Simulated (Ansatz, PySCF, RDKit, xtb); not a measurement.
# Solving SnHOF, step by step, part 2 of 2

Task: start from the formula SnHOF, draw up candidate structures, narrow them down in stages, and characterise the one that lies lowest at 298.15 K.

xtb, Ansatz and PySCF; isolated molecules. Earlier steps stand in the parts before.

### Step 13. Frequencies after a tight-binding relaxation (GFN2-xTB)

start.xyz reads:

```xyz
4
c065
F      1.245849    -0.826118     0.729559
O     -1.168921    -0.247982    -0.868148
Sn    -0.646518    -0.309670     1.091533
H     -0.396409    -0.475110    -1.430722
```

The run is started by

```bash
$ xtb start.xyz --gfn 2 --ohess tight
```

Standard output, shortened:

```text
* xtb version 6.7.1
[...]
          :  # basis functions                  19          :
[...]
          :  # electrons                        18          :
[...]
          :  Hamiltonian                  GFN2-xTB          :
[...]
          :  net charge                          0          :
          :  unpaired electrons                  0          :
[...]
   *** convergence criteria satisfied after 16 iterations ***
[...]
   *** GEOMETRY OPTIMIZATION CONVERGED AFTER 9 ITERATIONS ***
[...]
   *** convergence criteria satisfied after 3 iterations ***
[...]
         ::                     SUMMARY                     ::
         :::::::::::::::::::::::::::::::::::::::::::::::::::::
         :: total energy             -11.515548557631 Eh    ::
         :: gradient norm              0.000049117546 Eh/a0 ::
         :: HOMO-LUMO gap              4.857952798158 eV    ::
         ::.................................................::
         :: SCC energy               -11.534216516429 Eh    ::
         :: -> isotropic ES            0.028130411403 Eh    ::
         :: -> anisotropic ES          0.006373600574 Eh    ::
         :: -> anisotropic XC         -0.001460220448 Eh    ::
         :: -> dispersion             -0.001490082449 Eh    ::
         :: repulsion energy           0.018667958798 Eh    ::
         :: add. restraining           0.000000000000 Eh    ::
         :: total charge               0.000000000000 e     ::
         :::::::::::::::::::::::::::::::::::::::::::::::::::::
[...]
         9        2.0000           -0.4306610             -11.7189 (HOMO)
        10                         -0.2521345              -6.8609 (LUMO)
[...]
     #   Z          covCN         q      C6AA      α(0)
     1   9 F        0.692    -0.376    13.232     4.295
     2   8 O        1.571    -0.537    23.768     6.578
     3  50 Sn       1.458     0.593   442.166    45.463
     4   1 H        0.806     0.320     0.664     1.280
[...]
molecular dipole:
                 x           y           z       tot (Debye)
 q only:       -0.898       0.258       0.487
   full:       -1.378       0.411       1.158       4.692
molecular quadrupole (traceless):
[...]
          | TOTAL ENERGY              -11.515548557631 Eh   |
          | TOTAL ENTHALPY            -11.497589225935 Eh   |
          | TOTAL FREE ENERGY         -11.532231681413 Eh   |
          | GRADIENT NORM               0.000049115526 Eh/α |
[...]
```

Run time: 0.063 s. Hardware: 1 thread of Intel Xeon 6975P-C (Granite Rapids), shared host.

### Step 14. Electronic excitations (TD-B3LYP/def2-SVPD)

An in-house driver calls PySCF's response routines at TD-B3LYP/def2-SVPD; it has no typed input.

Standard output:

```text
coarse grid: 20984 points
cycle   1  E = -389.1195507740  dE = -2.223e+01  |g| = 2.180e+00  |ddm| = 9.653e+00
cycle   2  E = -389.4001636381  dE = -2.806e-01  |g| = 1.833e+00  |ddm| = 8.930e+00
cycle   3  E = -389.9548245356  dE = -5.547e-01  |g| = 4.417e-01  |ddm| = 2.793e+00
cycle   4  E = -389.9619471180  dE = -7.123e-03  |g| = 3.926e-01  |ddm| = 6.106e-01
cycle   5  E = -389.9932075936  dE = -3.126e-02  |g| = 3.796e-02  |ddm| = 3.457e-01
cycle   6  E = -389.9933987262  dE = -1.911e-04  |g| = 1.838e-02  |ddm| = 3.278e-02
cycle   7  E = -389.9934604581  dE = -6.173e-05  |g| = 2.160e-03  |ddm| = 1.478e-02
cycle   8  E = -389.9934617731  dE = -1.315e-06  |g| = 2.541e-04  |ddm| = 2.866e-03
final grid: 42232 points
cycle   9  E = -389.9934503347  dE = -7.940e-08  |g| = 4.537e-04  |ddm| = 1.697e-03
cycle  10  E = -389.9934502088  dE =  1.259e-07  |g| = 9.373e-04  |ddm| = 1.015e-03
cycle  11  E = -389.9934503732  dE = -1.644e-07  |g| = 5.539e-05  |ddm| = 6.851e-04
cycle  12  E = -389.9934503736  dE = -3.527e-10  |g| = 3.657e-05  |ddm| = 6.630e-05
cycle  13  E = -389.9934503739  dE = -2.560e-10  |g| = 3.893e-06  |ddm| = 3.109e-05
converged SCF energy = -389.9934503739

Static polarisability (au): isotropic 44.074, principal 37.062 44.289 50.869

Singlet excitations
state   eV       nm        f      main configurations
  1   4.4620    277.9   0.04390   H->L 0.93
  2   5.1348    241.5   0.01681   H-1->L 0.93
  3   5.7625    215.2   0.05443   H-2->L 0.92
  4   6.3229    196.1   0.00070   H-4->L 1.00
  5   6.4104    193.4   0.07347   H->L+1 0.66, H-3->L 0.26
  6   6.5636    188.9   0.00602   H-1->L+1 0.99
  7   6.6490    186.5   0.05398   H-3->L 0.66, H->L+1 0.21, H-2->L+1 0.09
  8   7.0555    175.7   0.03027   H-1->L+2 0.98

Triplet excitations (Tamm-Dancoff, eV): 3.5021 4.1873 5.2040
```

Wall time 3.3 s (1 thread of Intel Xeon 6975P-C (Granite Rapids), shared host).

The roots found:

```tsv
excited state	energy (eV)	strength
1	4.462	0.0439
2	5.135	0.0168
3	5.763	0.0544
4	6.323	0.0007
5	6.410	0.0735
6	6.564	0.0060
7	6.649	0.0540
8	7.056	0.0303
```

### Step 15. The cation at the same geometry (PBE0/def2-TZVPD)

input.yaml reads:

```yaml
crystal:
  periodic: [false, false, false]
  atoms:
    - symbol: F
      position_ang: [1.245849, -0.826118, 0.729559]
    - symbol: O
      position_ang: [-1.168921, -0.247982, -0.868148]
    - symbol: Sn
      position_ang: [-0.646518, -0.309670, 1.091533]
    - symbol: H
      position_ang: [-0.396409, -0.475110, -1.430722]
basis:
  gaussian:
    orbitals: def2-TZVPD
total_charge: 1
magnetization:
  spin_polarized: true
  initial_magnetization: 1
hamiltonian:
  xc: pbe0
```

The run is started by

```bash
$ ansatz run input.yaml --threads 1 --pin off --max-ram 2610MiB --events-out events.jsonl --progress --plain --runs-dir runs
```

Standard output:

```text
Warning: RAYON_NUM_THREADS=1 ignored (pool sized by the plan → 1); use --threads N
[... 2 set-up lines as earlier in the session ...]
  parameter a = 0.25
  parameter kappa = 0.804
  parameter beta = 0.06672455060314922
  exchange = (1 - a)*pbe_x(kappa = kappa, mu = beta*pi^2/3) + a*exact_x
  correlation = pbe_c(beta = beta)
920 factors; their error is unknown
mean field evaluation 1: about -10575.0589 eV, gradient 8.6e1 eV
mean field evaluation 2: about -10359.0405 eV, gradient 2.1e2 eV
mean field evaluation 4: about -10600.0931 eV, gradient 1.2e1 eV
mean field evaluation 8: about -10600.6568 eV, gradient 4.8e-1 eV
mean field evaluation 16: about -10600.7474 eV, gradient 3.9e-3 eV
mean field evaluation 32: about -10600.1635 eV, gradient 8.2e0 eV
mean field -10600.74739812 eV, -389.5702814363 hartree, gradient 2.5e-5 eV, S^2 0.764749; 2 other end points of the search recorded, 0 dependent functions left out
reference -10600.74743588 eV, -389.5702828239 hartree; 20, 19 occupied and 125, 126 virtual orbitals, 920 factors
Total energy: -10600.74743588 eV, -389.5702828239 hartree
```

It took 8.1 s on 1 thread of Intel Xeon 6975P-C (Granite Rapids), shared host.

Difference from the parent: 10.52 eV.

### Step 16. The anion at the same geometry (PBE0/def2-TZVPD)

input.yaml, as its differences from that of step 15:

```diff
@@ -12,9 +12,6 @@
 basis:
-  gaussian:
-    orbitals: def2-TZVPD
-total_charge: 1
-magnetization:
-  spin_polarized: true
-  initial_magnetization: 1
-hamiltonian:
-  xc: pbe0
+  gaussian: {orbitals: def2-TZVPD}
+hamiltonian: {xc: {name: PBE0}}
+scf: {lower_state_search: "off"}
+magnetization: {spin_polarized: true, initial_magnetization: 1}
+total_charge: -1
```

The run is started by

```bash
$ ansatz run input.yaml --threads 1 --pin off --max-ram 2610MiB --events-out events.jsonl --progress --plain --runs-dir runs
```

Standard output, shortened:

```text
Warning: RAYON_NUM_THREADS=1 ignored (pool sized by the plan → 1); use --threads N
[... 2 set-up lines as earlier in the session ...]
[...]
920 factors; their error is unknown
[...]
mean field -10612.01862226 eV, -389.9844912834 hartree, gradient 2.7e-6 eV, S^2 0.754899; 0 other end points of the search recorded, 0 dependent functions left out
reference -10612.01865355 eV, -389.9844924333 hartree; 21, 20 occupied and 124, 125 virtual orbitals, 920 factors
Total energy: -10612.01865355 eV, -389.9844924333 hartree
Checks for a lower state left out: stability, starts, cluster_reference, orbital_swaps, neighbouring_geometries, increment
```

Run time: 2.2 s. Hardware: 1 thread of Intel Xeon 6975P-C (Granite Rapids), shared host.

Parent less the species with the added electron: 0.75 eV.

### Step 17. The triplet at the same geometry (PBE0/def2-TZVPD)

input.yaml, as its differences from that of step 16:

```diff
@@ -12,6 +12,8 @@
 basis:
-  gaussian: {orbitals: def2-TZVPD}
-hamiltonian: {xc: {name: PBE0}}
-scf: {lower_state_search: "off"}
-magnetization: {spin_polarized: true, initial_magnetization: 1}
-total_charge: -1
+  gaussian:
+    orbitals: def2-TZVPD
+magnetization:
+  spin_polarized: true
+  initial_magnetization: 2
+hamiltonian:
+  xc: pbe0
```

The run is started by

```bash
$ ansatz run input.yaml --threads 1 --pin off --max-ram 2610MiB --events-out events.jsonl --progress --plain --runs-dir runs
```

Standard output, shortened:

```text
Warning: RAYON_NUM_THREADS=1 ignored (pool sized by the plan → 1); use --threads N
[... 7 set-up lines as earlier in the session ...]
920 factors; their error is unknown
mean field evaluation 1: about -10600.0356 eV, gradient 4.7e1 eV
mean field evaluation 2: about -10544.1427 eV, gradient 1.2e2 eV
mean field evaluation 4: about -10606.7504 eV, gradient 1.8e1 eV
mean field evaluation 8: about -10607.7722 eV, gradient 1.4e-1 eV
mean field evaluation 16: about -10607.8576 eV, gradient 2.6e-3 eV
mean field -10607.85760918 eV, -389.8315768734 hartree, gradient 3.0e-5 eV, S^2 2.007623; 2 other end points of the search recorded, 0 dependent functions left out
reference -10607.85764763 eV, -389.8315782862 hartree; 21, 19 occupied and 124, 126 virtual orbitals, 920 factors
Total energy: -10607.85764763 eV, -389.8315782862 hartree
```

Run time: 4.2 s. Hardware: 1 thread of Intel Xeon 6975P-C (Granite Rapids), shared host.

It lies 3.41 eV above the singlet.

### Step 18. Stability of the closed-shell solution (PBE0/def2-SVP)

geometry.xyz reads:

```xyz
4

F      1.245849    -0.826118     0.729559
O     -1.168921    -0.247982    -0.868148
Sn    -0.646518    -0.309670     1.091533
H     -0.396409    -0.475110    -1.430722
```

run.py reads:

```python
# [OH][Sn][F]
from pyscf import gto, dft

system = gto.Mole()
system.atom = 'geometry.xyz'
system.basis = 'def2-svp'
system.max_memory = 1860
system.verbose = 3
system.ecp = {'Sn': 'def2-svp'}
system.build()

myscf = dft.RKS(system, xc='pbe0')
myscf = myscf.density_fit(auxbasis='def2-universal-jkfit')
myscf.grids.level = 3
myscf.max_cycle = 100
myscf.kernel()
if not myscf.converged:
    myscf = myscf.newton().run(myscf.mo_coeff, myscf.mo_occ)

e_tot = myscf.e_tot
print('E = %.10f Eh' % e_tot)
mo_i, mo_e, stable_i, stable_e = myscf.stability(internal=True, external=True, return_status=True)
print('stable: internal', stable_i, 'external', stable_e)
```

The run is started by

```bash
$ OMP_NUM_THREADS=1 python run.py
```

Standard output:

```text
converged SCF energy = -389.714411031592
E = -389.7144110316 Eh
<class 'pyscf.df.df_jk.DFRKS'> wavefunction is stable in the internal stability analysis
<class 'pyscf.df.df_jk.DFRKS'> wavefunction is stable in the real -> complex stability analysis
<class 'pyscf.df.df_jk.DFRKS'> wavefunction is stable in the RHF/RKS -> UHF/UKS stability analysis
stable: internal True external True
```

Run time: 15 s. Hardware: 1 thread of Intel Xeon 6975P-C (Granite Rapids), shared host.

### Step 19. Outcome

This closing draws on all 2 parts.

| quantity | value |
| --- | --- |
| lowest structure found | [OH][Sn][F], singlet, Cs |
| next finalist | [O]=[SnH][F], singlet, 64.6 kcal/mol higher in G |
| share at equilibrium, among the finalists | 100.0 % |
| funnel | 14 starts, 8 minima at GFN2-xTB, 8 screening runs, 3 relaxed, 3 ranked |
| CPU time of all runs | 3.8 min |
| harmonic wavenumbers, lowest and highest (BLYP-D3(BJ)/def2-SVP) | 158 and 3623 cm⁻¹ |
| rotational constants, same geometry | 0.3107, 0.2177, 0.128 cm⁻¹ |
| dipole moment (PBE0/def2-TZVPD) | 2.36 D |
| HOMO energy (PBE0/def2-TZVPD) | -8.28 eV |
| LUMO energy (PBE0/def2-TZVPD) | -2.59 eV |
| HOMO–LUMO gap (PBE0/def2-TZVPD) | 5.69 eV |
| lowest excitation (TD-B3LYP/def2-SVPD) | 4.46 eV (f = 0.044) |
| strongest of the states computed, same level | 6.41 eV (f = 0.073) |
| lowest triplet excitation, same level, Tamm-Dancoff | 3.50 eV |
| vertical ionisation energy | 10.52 eV |
| vertical electron affinity | 0.75 eV |
| vertical triplet less singlet | +3.41 eV |

What this shows: `[OH][Sn][F]` comes out lowest. The margin of 64.6 kcal/mol over the next finalist is beyond the usual error of the last level; it says nothing of structures that weren't ranked. r2SCAN-D4/def2-SVP, BLYP-D3(BJ)/def2-SVP, HF/def2-TZVPP and MP2/def2-TZVPP already put its bonding pattern lowest among the structures in one piece. The largest share of the time went into the final energies (36 %). A large T1 diagnostic among the finalists warns that one reference determinant may not suffice. It concerns: the finalist [O]=[SnH][F] (singlet). Spin-orbit coupling, which matters for elements this heavy, is left out. The search is not exhaustive (a finite list of starts, one conformer a finalist), so a lower isomer can't be ruled out.
